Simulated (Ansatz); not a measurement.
# TaRu: a tetragonal deformation path

An exercise on one series of results from a longer session: the logs are not shown, and one member is left open.

Computed with Ansatz 0.2.0 (DFT r2SCAN, scalar-relativistic, plane waves, PAW, unless a step's input says otherwise).

## Starting point

Symmetry: P4/mmm, No. 123, tetragonal system. The conventional cell has a = 3.053 Å, b = 3.053 Å, c = 3.389 Å, α = 90.00°, β = 90.00°, γ = 90.00°. Ta (site symmetry 4/mmm) is surrounded by 8 Ru at 2.74 Å and 4 Ta at 3.05 Å. Ru (site symmetry 4/mmm) is surrounded by 8 Ta at 2.74 Å and 4 Ru at 3.05 Å.

Coordinates:

```
CELL_PARAMETERS angstrom
3.05300 0.00000 0.00000
0.00000 3.05300 0.00000
0.00000 0.00000 3.38900
ATOMIC_POSITIONS crystal
Ta 0.50000 0.50000 0.50000
Ru 0.00000 0.00000 0.00000
```

No relaxation comes first: the listed cell is the starting point.

## The reference cell

Reference values: F = -15835.7392 eV; pressure -1.30 GPa; largest force 0.000 eV/Å; gap on the mesh none (metal). It was computed beforehand with the settings of the runs below.

The first run:

At fixed volume and fractional coordinates, lengths along (0.000, 0.000, 1.000) are scaled against those across it; ρ is that ratio over its starting value.

File input.yaml:

```yaml
crystal:
  lattice:
    - [3.2229519371, 0.0, 0.0]
    - [0.0, 3.2229519371, 0.0]
    - [0.0, 0.0, 3.0410076966]
  atoms:
    - { symbol: Ta, position: [0.5, 0.5, 0.5] }
    - { symbol: Ru, position: [0.0, 0.0, 0.0] }
basis:
  ecutwfc: 500
kpoints:
  mp_grid: { grid: [18, 18, 16] }
hamiltonian:
  xc: r2scan
scf:
  occupations: { method: gaussian, width: 0.15 }
output:
  forces: true
  stress: true
  eigenvalues: true
```

Run with:

```
> ansatz run input.yaml --threads 1 --pin off --max-ram 2560MiB --backend cpu --events-out ev --progress --plain --runs-dir out
```

Steps of the session up to this table: ρ = 0.850; Point ρ = 1.200; ρ = 0.920; ρ = 1.100; Point ρ = 0.960; Point ρ = 1.050; Point ρ = 0.800; ρ = 1.300.

One table of the session follows, with a row left open; its other results are not shown here.

Collected from the runs (energy zero: the undisturbed cell):

| ρ | ΔE (meV/atom) | pressure (GPa) |
| --- | --- | --- |
| 0.800 | 55.8 | -0.8 |
| 0.850 | ? | ? |
| 0.920 | 31.1 | -1.6 |
| 0.960 | 11.1 | -1.5 |
| 1.000 | 0.0 | -1.3 |
| 1.050 | 11.7 | -0.9 |
| 1.100 | 49.2 | -0.7 |
| 1.200 | 159.9 | -0.9 |
| 1.300 | 256.8 | -1.4 |

**Question.** Estimate the row for ρ = 0.850.

Worked estimate for «ΔE (meV/atom)». A straight line through the neighbours (0.800, 55.8) and (0.920, 31.1) gives 55.8 + (31.1 − 55.8) × (0.850 − 0.800) / (0.920 − 0.800) = 45.5; a parabola fitted to 3 rows on both sides gives 51.9.

As computed: ΔE (meV/atom): 27.5; pressure (GPa): -1.4. In «ΔE (meV/atom)» the line misses by +18.0 and the parabola by +24.4. Between these rows the values bend or scatter more than so simple an estimate can follow.
